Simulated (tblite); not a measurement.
# Si3PH8Cl: geometry, infrared bands, NMR shifts and spin-spin couplings

Computed with tblite 0.8.0 and PySCF 2.14.0, with density-fitted response routines of our own, on a single molecule in the gas phase. Atoms are numbered from 0 throughout.

### 1 The starting structure

13 atoms, charge 0, multiplicity 1; geometry from: force field or distance geometry start.

Bonds of the start (Å): Si0–P1 2.19, P1–Si2 2.18, P1–Si3 2.19, Si3–Cl4 2.09, Si0–H5 1.48, Si0–H6 1.47, Si0–H7 1.47, Si2–H8 1.49, Si2–H9 1.48, Si2–H10 1.46, Si3–H11 1.48, Si3–H12 1.49.

### 2 Relaxing the molecule with GFN2-xTB

The job: settings as JSON, then the geometry in Å.

```
{"job": {"kind": "relax", "xc": "GFN2-xTB", "basis": "xTB"}, "charge": 0, "multiplicity": 1}
Si    -1.533500    -1.485000    -0.105800
P     -0.071900    -0.036000     0.633100
Si    -0.540500     2.032000     0.109500
Si     1.990300    -0.607300     0.176700
Cl     2.981200     0.787500    -1.017600
H     -2.920100    -1.061900     0.183100
H     -1.317700    -1.680700    -1.550200
H     -1.311600    -2.735700     0.642900
H     -1.885000     1.996000    -0.521800
H     -0.688900     2.861600     1.332000
H      0.405800     2.600500    -0.846300
H      2.098600    -1.931700    -0.483600
H      2.788800    -0.738700     1.430200
```

Command:

```
$ OMP_NUM_THREADS=1 python probes_run.py task.json out
```

The driver reads the jobs from task.json and runs them one after another.

Q: Estimate the wall time and peak memory of this first job on 1 thread of Intel Xeon at 2.50GHz, shared host.

About 4.6 s, with a peak of 0.18 GiB.
